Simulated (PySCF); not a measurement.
# C11H18OSi: the cost of one run

Computed with PySCF 2.14.0, with density-fitted response routines of our own, on a single molecule in the gas phase. Atoms count from 0, in the outputs and in this text.

### 1 Starting geometry

31 atoms, charge 0, multiplicity 1; geometry from: GFN2-xTB.

Bonds of the start (Å): C0–O1 1.40, O1–C2 1.37, C2–C3 1.39, C3–C4 1.39, C4–C5 1.39, C5–C6 1.50, C6–C7 1.53, C6–Si8 1.93, Si8–C9 1.90, Si8–C10 1.90, C5–C11 1.39, C11–C12 1.38, C12–C2 1.39, C0–H13 1.10, C0–H14 1.10, C0–H15 1.09, C3–H16 1.08, C4–H17 1.08, C6–H18 1.09, C7–H19 1.09, C7–H20 1.09, C7–H21 1.09, Si8–H22 1.48, C9–H23 1.09, C9–H24 1.09, C9–H25 1.09, C10–H26 1.09, C10–H27 1.09, C10–H28 1.09, C11–H29 1.08 and more.

### 2 Geometry optimisation at PBE0-D3(BJ)/def2-SVP

The job: settings as JSON, then the geometry in Å.

```
{"job": {"xc": "PBE0", "basis": "def2-SVP", "d3": "d3bj", "grid": 1, "kind": "geom"}, "charge": 0, "multiplicity": 1}
C      4.528540     0.743030    -0.389840
O      3.555000     0.226920    -1.261030
C      2.319810    -0.069950    -0.754340
C      1.930490     0.113650     0.565540
C      0.648770    -0.227730     0.965550
C     -0.273890    -0.762360     0.077960
C     -1.674540    -1.108300     0.486180
C     -1.750380    -1.799620     1.846030
Si    -2.780070     0.467090     0.414130
C     -2.189250     1.767570     1.669060
C     -2.694060     1.192000    -1.339820
C      0.129740    -0.936140    -1.244310
C      1.399200    -0.598240    -1.659060
H      4.223560     1.706190     0.033490
H      4.753130     0.045410     0.424000
H      5.422070     0.885000    -0.996060
H      2.611830     0.523680     1.295160
H      0.375850    -0.070650     1.997880
H     -2.065350    -1.809730    -0.257910
H     -1.468980    -1.129770     2.653550
H     -2.766780    -2.137990     2.033860
H     -1.088950    -2.664700     1.874060
H     -4.162420     0.059730     0.734500
H     -1.169090     2.077790     1.460740
H     -2.816070     2.653260     1.632080
H     -2.220790     1.389990     2.686470
H     -3.099590     0.505140    -2.076090
H     -1.667400     1.407700    -1.622410
H     -3.258080     2.116640    -1.408790
H     -0.568760    -1.346340    -1.960290
H      1.706820    -0.736970    -2.683840
```

**Question.** How long does this first job take on 8 threads of Intel Xeon at 2.50GHz (Skylake/Cascade Lake), shared host?

About 11 min.
